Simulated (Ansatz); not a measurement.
# H10O2Si4: levels of theory

Aim: for H10O2Si4, compare levels of theory; the runs are relaxing the atoms and phonons.

Computed with Ansatz 0.2.0 (DFT PBE, Gaussian basis def2-SVP, and further levels as typed in the inputs, unless a step's input says otherwise).

## (1) The starting structure

Bond lengths (14 of 15 bonds, heavy atoms first): Si1–Si2 2.244 Å, Si1–O3 1.727 Å, O3–Si4 1.721 Å, Si1–O5 1.727 Å, O5–Si6 1.724 Å, Si1–H7 1.473 Å, Si2–H8 1.470 Å, Si2–H9 1.470 Å, Si2–H10 1.470 Å, Si4–H11 1.472 Å, Si4–H12 1.470 Å, Si4–H13 1.471 Å, Si6–H14 1.470 Å, Si6–H15 1.471 Å. Angles (14 of 26 angles, heavy atoms first): Si2–Si1–O3 110.8°, Si2–Si1–O5 110.7°, O3–Si1–O5 110.8°, Si1–O3–Si4 106.9°, Si1–O5–Si6 107.9°, Si1–Si2–H8 109.8°, Si1–Si2–H9 109.3°, Si1–Si2–H10 109.5°, Si2–Si1–H7 107.1°, O3–Si1–H7 110.7°, O5–Si1–H7 106.6°, O3–Si4–H11 110.3°, O3–Si4–H12 109.0°, O3–Si4–H13 110.5°.

Structure file:

```xyz
16

Si   -0.0245   -0.0996   -0.7432
Si   -0.0887    2.0444   -0.0848
O     0.7111   -1.0906    0.4649
Si    2.4144   -0.9348    0.2708
O    -1.6102   -0.6690   -1.1225
Si   -2.4490   -0.9242    0.3616
H     0.7488   -0.1441   -1.9966
H    -0.7582    2.1448    1.2200
H    -0.8254    2.8363   -1.0805
H     1.2822    2.5616    0.0344
H     2.8236   -1.4249   -1.0551
H     3.0886   -1.7457    1.2950
H     2.8268    0.4670    0.4423
H    -2.5420    0.3252    1.1314
H    -1.7827   -1.9667    1.1579
H    -3.8147   -1.3795    0.0635
```

## (2) Relaxing the atoms: H10O2Si4

input.yaml

```yaml
crystal:
  periodic: [false, false, false]
  atoms:
    - { symbol: Si, position_ang: [-0.024451, -0.099596, -0.743183] }
    - { symbol: Si, position_ang: [-0.088701, 2.044411, -0.084752] }
    - { symbol: O, position_ang: [0.711071, -1.090649, 0.464872] }
    - { symbol: Si, position_ang: [2.414357, -0.934786, 0.270843] }
    - { symbol: O, position_ang: [-1.610235, -0.668986, -1.122451] }
    - { symbol: Si, position_ang: [-2.449016, -0.924238, 0.36157] }
    - { symbol: H, position_ang: [0.748822, -0.144137, -1.99664] }
    - { symbol: H, position_ang: [-0.758221, 2.144797, 1.219985] }
    - { symbol: H, position_ang: [-0.825369, 2.836273, -1.080546] }
    - { symbol: H, position_ang: [1.282238, 2.561564, 0.034354] }
    - { symbol: H, position_ang: [2.823597, -1.424884, -1.055096] }
    - { symbol: H, position_ang: [3.088567, -1.74575, 1.295049] }
    - { symbol: H, position_ang: [2.826831, 0.467035, 0.44228] }
    - { symbol: H, position_ang: [-2.542046, 0.325172, 1.131372] }
    - { symbol: H, position_ang: [-1.782739, -1.966722, 1.157867] }
    - { symbol: H, position_ang: [-3.814706, -1.379504, 0.063524] }
basis:
  gaussian: { orbitals: def2-SVP }
hamiltonian:
  xc: pbe
relax:
  f_tol: 0.003
  max_steps: 150
output:
  orbitals: {}
```

Started as:

```sh
ansatz run input.yaml --threads 4 --pin off --max-ram 10240MiB --backend cpu --events-out ev --progress --plain --runs-dir out
```

Log:

```text
Warning: RAYON_NUM_THREADS=4 ignored (pool sized by the plan → 4); use --threads N
The last accepted step is kept in <dir> (removed where the run ends without a failure and the disk answers)
Engine: ansatz 0.2.0, aarch64-unknown-linux-gnu
Functional definition: PBE
  parameter kappa = 0.804
  parameter beta = 0.06672455060314922
  exchange = pbe_x(kappa = kappa, mu = beta*pi^2/3)
  correlation = pbe_c(beta = beta)
1650 factors; their error is unknown
mean field evaluation 1: about -35726.7002 eV, gradient 7.0e1 eV
mean field evaluation 2: about -35668.5878 eV, gradient 1.8e2 eV
mean field evaluation 4: about -35735.7781 eV, gradient 6.8e0 eV
mean field evaluation 8: about -35735.9304 eV, gradient 2.1e-1 eV
mean field evaluation 16: about -35735.8013 eV, gradient 6.0e-4 eV
mean field -35735.80129854 eV, -1313.2664751254 hartree, gradient 2.1e-5 eV, S^2 0.000000; 0 other end points of the search recorded, 0 dependent functions left out
the calculation of the forces begins
reference -35735.80134571 eV, -1313.2664768588 hartree; 41, 41 occupied and 109, 109 virtual orbitals, 1650 factors
relax step   1: F+E_penalty+E_count = -35735.80129854 eV  Δ(F+E_penalty+E_count) = +0.000e0 eV  max|allowed force component| = 1.327e0 eV/Å  Δτ_max = 0.0000 Å  (28 SCF iters, accepted)
these checks for a lower state are left out or cut short: starts, cluster_reference, orbital_swaps, neighbouring_geometries, increment
1650 factors; their error is unknown
mean field -35736.26414883 eV, -1313.2834845595 hartree, gradient 1.6e-5 eV, S^2 0.000000; 0 other end points of the search recorded, 0 dependent functions left out
the calculation of the forces begins
reference -35736.26419746 eV, -1313.2834863469 hartree; 41, 41 occupied and 109, 109 virtual orbitals, 1650 factors
relax step   2: F+E_penalty+E_count = -35736.26414883 eV  Δ(F+E_penalty+E_count) = -4.629e-1 eV  max|allowed force component| = 9.735e-1 eV/Å  Δτ_max = 0.1920 Å  (29 SCF iters, accepted)
these checks for a lower state are left out or cut short: starts, cluster_reference, orbital_swaps, neighbouring_geometries, increment
1650 factors; their error is unknown
mean field evaluation 32: about -35736.4402 eV, gradient 1.3e-5 eV
mean field -35736.44019117 eV, -1313.2899539964 hartree, gradient 1.3e-5 eV, S^2 0.000000; 0 other end points of the search recorded, 0 dependent functions left out
the calculation of the forces begins
reference -35736.44024175 eV, -1313.2899558552 hartree; 41, 41 occupied and 109, 109 virtual orbitals, 1650 factors
relax step   3: F+E_penalty+E_count = -35736.44019117 eV  Δ(F+E_penalty+E_count) = -1.760e-1 eV  max|allowed force component| = 6.679e-1 eV/Å  Δτ_max = 0.1756 Å  (30 SCF iters, accepted)
[... from here on, the SCF cycles and remarks between the steps are left out ...]
relax step   4: F+E_penalty+E_count = -35736.57556399 eV  Δ(F+E_penalty+E_count) = -1.354e-1 eV  max|allowed force component| = 4.955e-1 eV/Å  Δτ_max = 0.2000 Å  (33 SCF iters, accepted)
relax step   5: F+E_penalty+E_count = -35736.61454069 eV  Δ(F+E_penalty+E_count) = -3.898e-2 eV  max|allowed force component| = 3.001e-1 eV/Å  Δτ_max = 0.2000 Å  (29 SCF iters, accepted)
relax step   6: F+E_penalty+E_count = -35736.62262711 eV  Δ(F+E_penalty+E_count) = -8.086e-3 eV  max|allowed force component| = 2.549e-1 eV/Å  Δτ_max = 0.1244 Å  (30 SCF iters, accepted)
relax step   7: F+E_penalty+E_count = -35736.62707497 eV  Δ(F+E_penalty+E_count) = -4.448e-3 eV  max|allowed force component| = 9.845e-2 eV/Å  Δτ_max = 0.0820 Å  (29 SCF iters, accepted)
relax step   8: F+E_penalty+E_count = -35736.62857733 eV  Δ(F+E_penalty+E_count) = -1.502e-3 eV  max|allowed force component| = 7.101e-2 eV/Å  Δτ_max = 0.0724 Å  (29 SCF iters, accepted)
relax step   9: F+E_penalty+E_count = -35736.62963226 eV  Δ(F+E_penalty+E_count) = -1.055e-3 eV  max|allowed force component| = 1.057e-1 eV/Å  Δτ_max = 0.1081 Å  (29 SCF iters, accepted)
relax step  10: F+E_penalty+E_count = -35736.63090039 eV  Δ(F+E_penalty+E_count) = -1.268e-3 eV  max|allowed force component| = 7.899e-2 eV/Å  Δτ_max = 0.0335 Å  (30 SCF iters, accepted)
relax step  11: F+E_penalty+E_count = -35736.63330626 eV  Δ(F+E_penalty+E_count) = -2.406e-3 eV  max|allowed force component| = 5.353e-2 eV/Å  Δτ_max = 0.0568 Å  (29 SCF iters, accepted)
relax step  12: F+E_penalty+E_count = -35736.63498201 eV  Δ(F+E_penalty+E_count) = -1.676e-3 eV  max|allowed force component| = 6.597e-2 eV/Å  Δτ_max = 0.1106 Å  (29 SCF iters, accepted)
relax step  13: F+E_penalty+E_count = -35736.63585912 eV  Δ(F+E_penalty+E_count) = -8.771e-4 eV  max|allowed force component| = 5.669e-2 eV/Å  Δτ_max = 0.0363 Å  (29 SCF iters, accepted)
relax step  14: F+E_penalty+E_count = -35736.63637311 eV  Δ(F+E_penalty+E_count) = -5.140e-4 eV  max|allowed force component| = 9.518e-2 eV/Å  Δτ_max = 0.0649 Å  (28 SCF iters, accepted)
relax step  15: F+E_penalty+E_count = -35736.63721907 eV  Δ(F+E_penalty+E_count) = -8.460e-4 eV  max|allowed force component| = 9.467e-2 eV/Å  Δτ_max = 0.0243 Å  (30 SCF iters, accepted)
relax step  16: F+E_penalty+E_count = -35736.63950111 eV  Δ(F+E_penalty+E_count) = -2.282e-3 eV  max|allowed force component| = 2.291e-2 eV/Å  Δτ_max = 0.0786 Å  (29 SCF iters, accepted)
relax step  17: F+E_penalty+E_count = -35736.63885311 eV  Δ(F+E_penalty+E_count) = +6.480e-4 eV  max|allowed force component| = 1.746e-1 eV/Å  Δτ_max = 0.0528 Å  (29 SCF iters, rejected (line search))
relax step  18: F+E_penalty+E_count = -35736.64001827 eV  Δ(F+E_penalty+E_count) = -5.172e-4 eV  max|allowed force component| = 1.783e-2 eV/Å  Δτ_max = 0.0257 Å  (29 SCF iters, accepted)
relax step  19: F+E_penalty+E_count = -35736.64064119 eV  Δ(F+E_penalty+E_count) = -6.229e-4 eV  max|allowed force component| = 1.131e-1 eV/Å  Δτ_max = 0.0955 Å  (28 SCF iters, accepted)
relax step  20: F+E_penalty+E_count = -35736.64130316 eV  Δ(F+E_penalty+E_count) = -6.620e-4 eV  max|allowed force component| = 7.386e-2 eV/Å  Δτ_max = 0.0115 Å  (31 SCF iters, accepted)
relax step  21: F+E_penalty+E_count = -35736.64203403 eV  Δ(F+E_penalty+E_count) = -7.309e-4 eV  max|allowed force component| = 6.898e-3 eV/Å  Δτ_max = 0.0274 Å  (30 SCF iters, accepted)
relax step  22: F+E_penalty+E_count = -35736.64285194 eV  Δ(F+E_penalty+E_count) = -8.179e-4 eV  max|allowed force component| = 2.371e-2 eV/Å  Δτ_max = 0.0784 Å  (28 SCF iters, accepted)
relax step  23: F+E_penalty+E_count = -35736.64251423 eV  Δ(F+E_penalty+E_count) = +3.377e-4 eV  max|allowed force component| = 7.305e-2 eV/Å  Δτ_max = 0.1212 Å  (30 SCF iters, rejected (line search))
relax step  24: F+E_penalty+E_count = -35736.64336766 eV  Δ(F+E_penalty+E_count) = -5.157e-4 eV  max|allowed force component| = 2.921e-2 eV/Å  Δτ_max = 0.0597 Å  (29 SCF iters, accepted)
relax step  25: F+E_penalty+E_count = -35736.64356950 eV  Δ(F+E_penalty+E_count) = -2.018e-4 eV  max|allowed force component| = 2.458e-2 eV/Å  Δτ_max = 0.0439 Å  (29 SCF iters, accepted)
relax step  26: F+E_penalty+E_count = -35736.64368192 eV  Δ(F+E_penalty+E_count) = -1.124e-4 eV  max|allowed force component| = 3.415e-2 eV/Å  Δτ_max = 0.0475 Å  (29 SCF iters, accepted)
relax step  27: F+E_penalty+E_count = -35736.64387380 eV  Δ(F+E_penalty+E_count) = -1.919e-4 eV  max|allowed force component| = 2.220e-2 eV/Å  Δτ_max = 0.0117 Å  (24 SCF iters, accepted)
relax step  28: F+E_penalty+E_count = -35736.64397531 eV  Δ(F+E_penalty+E_count) = -1.015e-4 eV  max|allowed force component| = 1.337e-2 eV/Å  Δτ_max = 0.0116 Å  (23 SCF iters, accepted)
relax step  29: F+E_penalty+E_count = -35736.64403019 eV  Δ(F+E_penalty+E_count) = -5.488e-5 eV  max|allowed force component| = 1.036e-2 eV/Å  Δτ_max = 0.0155 Å  (23 SCF iters, accepted)
relax step  30: F+E_penalty+E_count = -35736.64407702 eV  Δ(F+E_penalty+E_count) = -4.683e-5 eV  max|allowed force component| = 1.071e-2 eV/Å  Δτ_max = 0.0176 Å  (30 SCF iters, accepted)
relax step  31: F+E_penalty+E_count = -35736.64412303 eV  Δ(F+E_penalty+E_count) = -4.600e-5 eV  max|allowed force component| = 1.159e-2 eV/Å  Δτ_max = 0.0226 Å  (30 SCF iters, accepted)
relax step  32: F+E_penalty+E_count = -35736.64415967 eV  Δ(F+E_penalty+E_count) = -3.664e-5 eV  max|allowed force component| = 1.044e-2 eV/Å  Δτ_max = 0.0203 Å  (30 SCF iters, accepted)
relax step  33: F+E_penalty+E_count = -35736.64419464 eV  Δ(F+E_penalty+E_count) = -3.497e-5 eV  max|allowed force component| = 8.326e-3 eV/Å  Δτ_max = 0.0144 Å  (23 SCF iters, accepted)
relax step  34: F+E_penalty+E_count = -35736.64423485 eV  Δ(F+E_penalty+E_count) = -4.021e-5 eV  max|allowed force component| = 7.604e-3 eV/Å  Δτ_max = 0.0250 Å  (30 SCF iters, accepted)
relax step  35: F+E_penalty+E_count = -35736.64425517 eV  Δ(F+E_penalty+E_count) = -2.032e-5 eV  max|allowed force component| = 1.065e-2 eV/Å  Δτ_max = 0.0195 Å  (30 SCF iters, accepted)
relax step  36: F+E_penalty+E_count = -35736.64427729 eV  Δ(F+E_penalty+E_count) = -2.212e-5 eV  max|allowed force component| = 8.000e-3 eV/Å  Δτ_max = 0.0035 Å  (22 SCF iters, accepted)
relax step  37: F+E_penalty+E_count = -35736.64429367 eV  Δ(F+E_penalty+E_count) = -1.638e-5 eV  max|allowed force component| = 6.637e-3 eV/Å  Δτ_max = 0.0072 Å  (23 SCF iters, accepted)
relax step  38: F+E_penalty+E_count = -35736.64430275 eV  Δ(F+E_penalty+E_count) = -9.079e-6 eV  max|allowed force component| = 5.520e-3 eV/Å  Δτ_max = 0.0062 Å  (22 SCF iters, accepted)
relax step  39: F+E_penalty+E_count = -35736.64430816 eV  Δ(F+E_penalty+E_count) = -5.414e-6 eV  max|allowed force component| = 3.539e-3 eV/Å  Δτ_max = 0.0082 Å  (23 SCF iters, accepted)
relax step  40: F+E_penalty+E_count = -35736.64431109 eV  Δ(F+E_penalty+E_count) = -2.930e-6 eV  max|allowed force component| = 1.602e-3 eV/Å  Δτ_max = 0.0057 Å  (22 SCF iters, accepted)
these checks for a lower state are left out or cut short: starts, cluster_reference, orbital_swaps, neighbouring_geometries, increment
1650 factors; their error is unknown
mean field evaluation 288: about -35736.6443 eV, gradient 2.2e-4 eV
mean field -35736.64431341 eV, -1313.2974553504 hartree, gradient 1.2e-5 eV, S^2 0.000000; 0 other end points of the search recorded, 0 dependent functions left out
the calculation of the forces begins
reference -35736.64436566 eV, -1313.2974572704 hartree; 41, 41 occupied and 109, 109 virtual orbitals, 1650 factors
relax step  41: F+E_penalty+E_count = -35736.64431341 eV  Δ(F+E_penalty+E_count) = -2.320e-6 eV  max|allowed force component| = 1.514e-3 eV/Å  Δτ_max = 0.0040 Å  (22 SCF iters, accepted)
1650 factors; their error is unknown
mean field -35736.64431341 eV, -1313.2974553504 hartree, gradient 1.2e-5 eV, S^2 0.000000; 1 other end points of the search recorded, 0 dependent functions left out
the calculation of the forces begins
reference -35736.64436566 eV, -1313.2974572704 hartree; 41, 41 occupied and 109, 109 virtual orbitals, 1650 factors
Total energy: -35736.64436566 eV, -1313.2974572704 hartree
Atom 0 at     0.137122     0.324004    -0.843358 Å, force    -0.001514    -0.001312     0.000436 eV/Å
Atom 1 at    -0.381780     2.549152    -0.263604 Å, force     0.000077     0.000510    -0.000246 eV/Å
Atom 2 at     1.419938    -0.124314     0.134685 Å, force    -0.000550     0.000474     0.000715 eV/Å
Atom 3 at     2.581182    -1.320903     0.336911 Å, force     0.001337    -0.000788     0.000386 eV/Å
Atom 4 at    -1.174776    -0.685320    -0.597107 Å, force     0.000617     0.001506    -0.000495 eV/Å
Atom 5 at    -2.339586    -1.142761     0.520521 Å, force    -0.000237    -0.000406     0.000424 eV/Å
Atom 6 at     0.523787     0.145320    -2.285715 Å, force     0.000277     0.000017    -0.000111 eV/Å
Atom 7 at    -0.714414     2.641156     1.202161 Å, force     0.000336    -0.000342    -0.000033 eV/Å
Atom 8 at    -1.563629     3.043460    -1.056220 Å, force     0.000108    -0.000424     0.000220 eV/Å
Atom 9 at     0.795098     3.444276    -0.549127 Å, force    -0.000231    -0.000077    -0.000134 eV/Å
Atom 10 at     2.978538    -1.902376    -0.994738 Å, force    -0.000216     0.000058     0.000142 eV/Å
Atom 11 at     2.044256    -2.417859     1.214540 Å, force     0.000469     0.000695    -0.000360 eV/Å
Atom 12 at     3.780334    -0.701477     0.992979 Å, force    -0.000452    -0.000232    -0.000351 eV/Å
Atom 13 at    -2.831009     0.055232     1.290568 Å, force     0.000146    -0.000243    -0.000271 eV/Å
Atom 14 at    -1.770758    -2.147501     1.484311 Å, force    -0.000334     0.000347    -0.000353 eV/Å
Atom 15 at    -3.484304    -1.760088    -0.227757 Å, force     0.000168     0.000215     0.000031 eV/Å
Dipole moment:     0.009430    -0.071941     0.035263 e Å
```

Run time: 86 s. Hardware: 4 threads of Arm Neoverse V2, shared host; peak memory 0.22 GiB.

Relaxation path:

| step | E - E(step 1) (eV) | largest force component (eV/Å) |
| --- | --- | --- |
| 1 | 0.0000 | 1.3274 |
| 2 | -0.4629 | 0.9735 |
| 3 | -0.6389 | 0.6679 |
| 4 | -0.7743 | 0.4955 |
| 5 | -0.8132 | 0.3001 |
| 6 | -0.8213 | 0.2549 |
| 7 | -0.8258 | 0.0985 |
| 8 | -0.8273 | 0.0710 |
| 9 | -0.8283 | 0.1057 |
| 10 | -0.8296 | 0.0790 |
| 11 | -0.8320 | 0.0535 |
| 12 | -0.8337 | 0.0660 |
| 13 | -0.8346 | 0.0567 |
| 14 | -0.8351 | 0.0952 |
| 15 | -0.8359 | 0.0947 |
| 16 | -0.8382 | 0.0229 |
| 17 | -0.8376 | 0.1746 |
| 18 | -0.8387 | 0.0178 |
| 19 | -0.8393 | 0.1131 |
| 20 | -0.8400 | 0.0739 |
| 21 | -0.8407 | 0.0069 |
| 22 | -0.8416 | 0.0237 |
| 23 | -0.8412 | 0.0731 |
| 24 | -0.8421 | 0.0292 |
| 25 | -0.8423 | 0.0246 |
| 26 | -0.8424 | 0.0342 |
| 27 | -0.8426 | 0.0222 |
| 28 | -0.8427 | 0.0134 |
| 29 | -0.8427 | 0.0104 |
| 30 | -0.8428 | 0.0107 |
| 31 | -0.8428 | 0.0116 |
| 32 | -0.8429 | 0.0104 |
| 33 | -0.8429 | 0.0083 |
| 34 | -0.8429 | 0.0076 |
| 35 | -0.8430 | 0.0106 |
| 36 | -0.8430 | 0.0080 |
| 37 | -0.8430 | 0.0066 |
| 38 | -0.8430 | 0.0055 |
| 39 | -0.8430 | 0.0035 |
| 40 | -0.8430 | 0.0016 |
| 41 | -0.8430 | 0.0015 |

Step 1 is the start. Steps 17, 23 were tried and not accepted.

Before: Bond lengths (14 of 15 bonds, heavy atoms first): Si1–Si2 2.244 Å, Si1–O3 1.727 Å, O3–Si4 1.721 Å, Si1–O5 1.727 Å, O5–Si6 1.724 Å, Si1–H7 1.473 Å, Si2–H8 1.470 Å, Si2–H9 1.470 Å, Si2–H10 1.470 Å, Si4–H11 1.472 Å, Si4–H12 1.470 Å, Si4–H13 1.471 Å, Si6–H14 1.470 Å, Si6–H15 1.471 Å. Angles (14 of 26 angles, heavy atoms first): Si2–Si1–O3 110.8°, Si2–Si1–O5 110.7°, O3–Si1–O5 110.8°, Si1–O3–Si4 106.9°, Si1–O5–Si6 107.9°, Si1–Si2–H8 109.8°, Si1–Si2–H9 109.3°, Si1–Si2–H10 109.5°, Si2–Si1–H7 107.1°, O3–Si1–H7 110.7°, O5–Si1–H7 106.6°, O3–Si4–H11 110.3°, O3–Si4–H12 109.0°, O3–Si4–H13 110.5°.

After: Bond lengths (14 of 15 bonds, heavy atoms first): Si1–Si2 2.357 Å, Si1–O3 1.674 Å, O3–Si4 1.680 Å, Si1–O5 1.673 Å, O5–Si6 1.678 Å, Si1–H7 1.504 Å, Si2–H8 1.506 Å, Si2–H9 1.506 Å, Si2–H10 1.506 Å, Si4–H11 1.506 Å, Si4–H12 1.504 Å, Si4–H13 1.501 Å, Si6–H14 1.507 Å, Si6–H15 1.504 Å. Angles (14 of 26 angles, heavy atoms first): Si2–Si1–O3 106.1°, Si2–Si1–O5 111.1°, O3–Si1–O5 110.7°, Si1–O3–Si4 142.3°, Si1–O5–Si6 143.8°, Si1–Si2–H8 110.2°, Si1–Si2–H9 110.7°, Si1–Si2–H10 110.0°, Si2–Si1–H7 113.9°, O3–Si1–H7 109.4°, O5–Si1–H7 105.7°, O3–Si4–H11 110.5°, O3–Si4–H12 110.1°, O3–Si4–H13 108.1°.

## (3) Phonons

It takes the final geometry of step 2.

input.yaml

```yaml
crystal:
  periodic: [false, false, false]
  atoms:
    - { symbol: Si, position_ang: [0.13712179, 0.32400393, -0.84335806] }
    - { symbol: Si, position_ang: [-0.3817795, 2.54915152, -0.26360363] }
    - { symbol: O, position_ang: [1.41993812, -0.12431435, 0.13468463] }
    - { symbol: Si, position_ang: [2.58118213, -1.32090284, 0.33691135] }
    - { symbol: O, position_ang: [-1.17477637, -0.6853205, -0.59710675] }
    - { symbol: Si, position_ang: [-2.33958626, -1.14276082, 0.52052057] }
    - { symbol: H, position_ang: [0.52378675, 0.14531999, -2.2857153] }
    - { symbol: H, position_ang: [-0.71441408, 2.6411564, 1.20216061] }
    - { symbol: H, position_ang: [-1.56362877, 3.04346013, -1.05622004] }
    - { symbol: H, position_ang: [0.79509752, 3.44427572, -0.54912728] }
    - { symbol: H, position_ang: [2.97853827, -1.90237557, -0.99473835] }
    - { symbol: H, position_ang: [2.04425627, -2.41785949, 1.21453991] }
    - { symbol: H, position_ang: [3.78033368, -0.70147696, 0.99297874] }
    - { symbol: H, position_ang: [-2.83100872, 0.0552317, 1.29056766] }
    - { symbol: H, position_ang: [-1.77075809, -2.14750129, 1.48431133] }
    - { symbol: H, position_ang: [-3.48430373, -1.76008757, -0.22775739] }
basis:
  gaussian: { orbitals: def2-SVP }
hamiltonian:
  xc: pbe
phonons:
  displaced_sites: [0, 1, 2, 4, 6]
```

Started as:

```sh
ansatz run input.yaml --threads 4 --pin off --max-ram 10240MiB --backend cpu --events-out ev --progress --plain --runs-dir out
```

Log (excerpt; [...] marks lines left out):

```text
Warning: RAYON_NUM_THREADS=4 ignored (pool sized by the plan → 4); use --threads N
[...]
[... 1 set-up line as earlier in the session ...]
[...]
1650 factors; their error is unknown
[...]
mean field -35736.64436061 eV, -1313.2974570850 hartree, gradient 2.2e-5 eV, S^2 0.000000; 0 other end points of the search recorded, 0 dependent functions left out
[...]
reference -35736.64441343 eV, -1313.2974590258 hartree; 41, 41 occupied and 109, 109 virtual orbitals, 1650 factors
[...]
1650 factors; their error is unknown
mean field -35736.64423871 eV, -1313.2974526050 hartree, gradient 2.8e-6 eV, S^2 0.000000; 0 other end points of the search recorded, 0 dependent functions left out
[...]
reference -35736.64429151 eV, -1313.2974545456 hartree; 41, 41 occupied and 109, 109 virtual orbitals, 1650 factors
[...]
1650 factors; their error is unknown
[...]
Atom 7 at    -0.714414     2.641156     1.202161 Å, force     0.000385    -0.000479    -0.000091 eV/Å
Atom 8 at    -1.563629     3.043460    -1.056220 Å, force     0.000192    -0.000334     0.000170 eV/Å
Atom 9 at     0.795098     3.444276    -0.549127 Å, force    -0.000264    -0.000039    -0.000155 eV/Å
Atom 10 at     2.978538    -1.902376    -0.994738 Å, force    -0.000169     0.000058     0.000210 eV/Å
Atom 11 at     2.044256    -2.417859     1.214540 Å, force     0.000373     0.000699    -0.000377 eV/Å
Atom 12 at     3.780334    -0.701477     0.992979 Å, force    -0.000451    -0.000230    -0.000345 eV/Å
Atom 13 at    -2.831009     0.055232     1.290568 Å, force     0.000191    -0.000184    -0.000229 eV/Å
Atom 14 at    -1.770758    -2.147501     1.484311 Å, force    -0.000213     0.000372    -0.000525 eV/Å
Atom 15 at    -3.484304    -1.760088    -0.227757 Å, force     0.000210     0.000201     0.000040 eV/Å
Dipole moment:     0.009432    -0.071940     0.035258 e Å
Vibrations: 165.47 177.39 211.62 287.73 342.85 418.45 476.91 499.82 515.50 521.66 791.41 823.72 986.51 997.33 2157.62 cm⁻¹, zero-point energy 0.581114 eV
```

It took 38 s on 4 threads of Arm Neoverse V2, shared host; peak memory 0.21 GiB.

[end of part 1 of 2]
